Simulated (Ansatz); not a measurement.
Crystal: NbTe.

```
CELL_PARAMETERS angstrom
3.70297 0.00000 0.00000
-1.85149 3.20687 0.00000
0.00000 0.00000 3.69421
ATOMIC_POSITIONS crystal
Te 0.66667 0.33333 0.00000
Nb 0.00000 0.00000 0.50000
```

The cell comes from a database or a generator and needn't be the stable form of this composition.

```yaml
Program: Ansatz 0.2.0
Task: relaxation of cell and atoms
Functional: PBEsol
Potentials_or_basis: Ansatz PAW
Cutoff: "420 eV (not typed: the program's choice for these potentials)"
k_mesh: 8 × 8 × 7
Occupations: fermi-dirac, width 0.05 eV
Spin: no spin polarisation
```

At the start: volume 21.93 Å³/atom.

Question: Where does the relaxation end?

Answer: It ends after 5 steps and the volume is 20.96 Å³/atom (-4.4 %); space group P-6m2 (No. 187, to 0.05 Å).

The path:
```csv
step,energy change (eV),largest force (eV/Å),volume (Å³)
1,0.0000,0.0000,43.87
2,-0.0326,0.0000,42.19
3,-0.0334,0.0000,41.90
4,-0.0335,0.0000,41.92
5,-0.0331,0.0000,41.92
```

Final structure:
```
Te Nb
1.0
     3.62988    0.00000    0.00000
    -1.81494    3.14357    0.00000
     0.00000    0.00000    3.67391
Te Nb
1 1
Cartesian
  1.8149 1.0479 0.0000
  0.0000 0.0000 1.8370
```

Caveat: the plane-wave basis is chosen anew once the cell has moved, so the energies of steps on either side of that aren't comparable; the PAW data sets come from PBE, with cores solved anew for the run's functional, which leaves a small shift of forces and pressure.
